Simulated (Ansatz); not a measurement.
# BaZrO3: the cost of one run

Method: DFT r²SCAN, frozen-core PAW, scalar-relativistic unless said, in Ansatz 0.2.0.

### Step 1. The system as given

The structure is cubic, space group Pm-3m (No. 221). Conventional cell: a = 4.191 Å, b = 4.191 Å, c = 4.191 Å, α = 90.00°, β = 90.00°, γ = 90.00°. Around Ba (site symmetry m-3m) lie 12 O at 2.96 Å. Zr (site symmetry m-3m) is surrounded by 6 O at 2.10 Å. O (site symmetry 4/mmm) has 2 Zr at 2.10 Å and 4 Ba at 2.96 Å as nearest neighbours.

Structure file:

```cif
data_structure
_symmetry_space_group_name_H-M 'P 1'
_symmetry_Int_Tables_number 1
_cell_length_a 4.1913
_cell_length_b 4.1913
_cell_length_c 4.1913
_cell_angle_alpha 90.000
_cell_angle_beta 90.000
_cell_angle_gamma 90.000
_cell_volume 73.63
loop_
_atom_site_label
_atom_site_type_symbol
_atom_site_fract_x
_atom_site_fract_y
_atom_site_fract_z
_atom_site_occupancy
Ba1 Ba 0.00000 0.00000 0.00000 1
Zr1 Zr 0.50000 0.50000 0.50000 1
O1 O 0.00000 0.50000 0.50000 1
O2 O 0.50000 0.00000 0.50000 1
O3 O 0.50000 0.50000 0.00000 1
```

Cartesian axes are those of the input's lattice vectors. The structure goes back to a database entry.

### Step 2. Cell and atoms relaxed, PAW

The input, input.yaml:

```yaml
crystal:
  lattice:
    - [4.19134, 0.0, 0.0]
    - [0.0, 4.19134, 0.0]
    - [0.0, 0.0, 4.19134]
  atoms:
    - { symbol: Ba, position: [0.0, 0.0, 0.0] }
    - { symbol: Zr, position: [0.5, 0.5, 0.5] }
    - { symbol: O, position: [0.0, 0.5, 0.5] }
    - { symbol: O, position: [0.5, 0.0, 0.5] }
    - { symbol: O, position: [0.5, 0.5, 0.0] }
kpoints:
  mp_grid: { grid: [8, 8, 8] }
scf:
  occupations: { method: fermi_dirac, width: 0.1 }
hamiltonian:
  xc: r2scan
  pseudopotentials: { kind: paw }
relax:
  f_tol: 0.002
  max_steps: 80
  cell: {}
output:
  forces: true
  stress: true
```

Run with:

```bash
$ ansatz run input.yaml --threads 1 --pin off --max-ram 3072MiB --backend cpu --events-out ev --progress --plain --runs-dir out
```

**Question.** How long does this run take on 1 thread of Intel Xeon Platinum 8488C (Sapphire Rapids), shared host, and how much memory does it need?

About 19 s, with a peak of 0.6 GiB.
